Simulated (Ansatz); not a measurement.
# YbAgBi, space group P6_3mc: a convergence test of the plane-wave cutoff

Program: the Python package of Ansatz (0.2.0).

Notebook, run cell by cell (the value of a cell's last expression is shown):

**Cell 1**
```python
import warnings

import ansatz as az
import pandas as pd

warnings.simplefilter("ignore", az.DeckWarning)
```

**Cell 2**
```python
xtal = (
    az.Lattice.of((4.87814432, 0.0, 0.0), (-2.43907216, 4.22459691, 0.0), (0.0, 0.0, 7.821337))
    .atom("Yb", (0.0, 0.0, 0.749187))
    .atom("Yb", (0.0, 0.0, 0.249187))
    .atom("Ag", (1 / 3, 2 / 3, 0.568854))
    .atom("Ag", (2 / 3, 1 / 3, 0.068854))
    .atom("Bi", (1 / 3, 2 / 3, 0.965959))
    .atom("Bi", (2 / 3, 1 / 3, 0.465959))
)
```

**Cell 3**
```python
model = (
    xtal.calculation()
    .kpoints(7, 7, 4, center="monkhorst-pack")
    .occupations("fermi_dirac", width=0.2)
    .scf(tolerance=1e-05, max_iterations=200)
    .functional("r2SCAN")
    .stress()
)
```

**Cell 4**
```python
rows = []
for value in [250, 300, 350, 400, 450]:
    data = model.basis(value).run(threads=1).report
    rows.append((value, data["free_energy_ev"] / len(data["lattice"]["sites"]), data["n_iterations"], sum(data["stress_gpa"][i][i] for i in range(3)) / 3, data["n_pw"]))
```

**Cell 5**
```python
table = pd.DataFrame(rows, columns=["cutoff (eV)", "F/atom (eV)", "iterations", "P (GPa)", "plane waves"])
table.round(5)
```
Output:
```text
   cutoff (eV)  F/atom (eV)  iterations  P (GPa)  plane waves
0          250 -11272.95286          13  0.07999         1449
1          300 -11274.14563          10 -1.14818         1871
2          350 -11274.24148          13 -1.28430         2381
3          400 -11274.24625          13 -1.29154         2875
4          450 -11274.24892          13 -1.28866         3501
```

**Cell 6**
```python
for row in rows[:-1]:
    shift = 1000 * (row[1] - rows[-1][1])
    print(f"{row[0]}: {shift:+.2f} meV/atom" + ("  (within 2 meV)" if abs(shift) < 2 else ""))
```
Output:
```text
250: +1296.06 meV/atom
300: +103.28 meV/atom
350: +7.43 meV/atom
400: +2.67 meV/atom
```

Reading the output:
- Semilocal functionals put the nearly full 4f shell of Yb too close to the Fermi level.
- A Fermi-Dirac width this large means warm electrons, whose thermal share enters the free energy.
- The program warned that this SCF threshold is loose for forces or stresses.
- Pressure is positive in compression.
- Spin-orbit coupling, which matters for elements this heavy, is left out.
- This cell is a computed structure, which may not be the phase found in nature.
- Shifts are counted from the last row, which is itself no proven limit.
- The script silences the warnings on its input, which a real study should read.
- It ran for 5.1 min on 1 thread of Arm Neoverse V2, on a shared host, peak memory 0.79 GiB.
